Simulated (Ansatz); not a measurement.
**AsH2 radical: one species, many methods**

An exercise on one series of results from a longer session: the logs are not shown, and one member is left open.

Program: Ansatz 0.2.0, Gaussian basis. Level of theory: functionals in def2-TZVPP, the program's frozen cores in correlated methods. These are calculated values, not measurements.

Plan: LDA (SPW92), PBE-D4, revPBE-D4, BLYP-D4, r2SCAN-D4, B97M-V, PBE0-D4, B3LYP-D4, r2SCANh-D4, r2SCAN0-D4, HSE06-D4, BHLYP-D4, CAM-B3LYP-D4, LC-ωPBE, ωB97X-V, ωB97M-V, B2PLYP, PBE-QIDH; CCSD(T)/def2-SVP; CCSD(T)/def2-TZVPP.

### The geometry

All runs share one geometry, relaxed beforehand with PBE0-D4 in a triple-zeta def2 set.

3 atoms, charge 0, spin multiplicity 2.

Atoms are counted from 1 here; the program's logs count them from 0.

Bond lengths: As1–H2 1.526 Å, As1–H3 1.526 Å. Angles: H2–As1–H3 90.7°.

Geometry (Å):

```
As   -0.56977    0.31171   -0.28699
H     0.68130    0.76754    0.45924
H    -0.12253   -1.14415   -0.18555
```

The first run:

Contents of in.yaml:

```yaml
crystal:
  periodic: [false, false, false]
  atoms:
    - {symbol: As, position_ang: [-0.569773, 0.311707, -0.286994]}
    - {symbol: H, position_ang: [0.681301, 0.767544, 0.459244]}
    - {symbol: H, position_ang: [-0.122527, -1.144152, -0.185549]}
basis:
  gaussian: {orbitals: def2-TZVPP}
magnetization: {spin_polarized: true, initial_magnetization: 1}
hamiltonian: {xc: lda}
output: {orbitals: {seedname: orbitals}}
```

Run with:

```bash
ansatz run in.yaml --threads 2 --pin off --events-out ev --progress --plain --max-ram 32768MiB --backend cpu
```

Among the steps run: LDA; PBE-D4 (GGA); revPBE-D4 (GGA); BLYP-D4 (GGA); r2SCAN-D4 (meta-GGA); B97M-V (meta-GGA); B3LYP-D4 (hybrid); r2SCANh-D4 (hybrid); r2SCAN0-D4 (hybrid); HSE06-D4 (hybrid); BHLYP-D4 (hybrid); CAM-B3LYP-D4 (range-separated); LC-ωPBE (range-separated); ωB97X-V (range-separated); ωB97M-V (range-separated); B2PLYP (double hybrid); PBE-QIDH (double hybrid).

One of the session's tables, all rows but one given; the rest of the session is left out.

It belongs to the step «Orbital energies across the functionals». 

```
  functional  HOMO (eV)  LUMO (eV)  gap (eV)
 LDA (SPW92)      -5.68      -4.53      1.15
      PBE-D4      -5.68      -4.08      1.59
   revPBE-D4      -5.66      -3.94      1.72
     BLYP-D4      -5.41      -4.12      1.30
   r2SCAN-D4      -6.12      -3.67      2.46
      B97M-V      -5.92      -4.02      1.89
     PBE0-D4      -6.86      -3.05      3.81
    B3LYP-D4      -6.51      -3.47      3.04
  r2SCANh-D4      -6.55      -3.30      3.25
  r2SCAN0-D4      -7.18      -2.76      4.42
    HSE06-D4      -6.46      -3.42      3.04
    BHLYP-D4      -7.76      -2.13      5.63
CAM-B3LYP-D4      -8.05      -2.06      6.00
     LC-ωPBE          ?          ?         ?
     ωB97X-V      -9.00      -1.07      7.93
     ωB97M-V      -8.82      -1.11      7.71
```

**Question.** Estimate the row for LC-ωPBE.

As computed: HOMO (eV): -9.58; LUMO (eV): -0.57; gap (eV): 9.00. In the column «HOMO (eV)» it is the lowest.
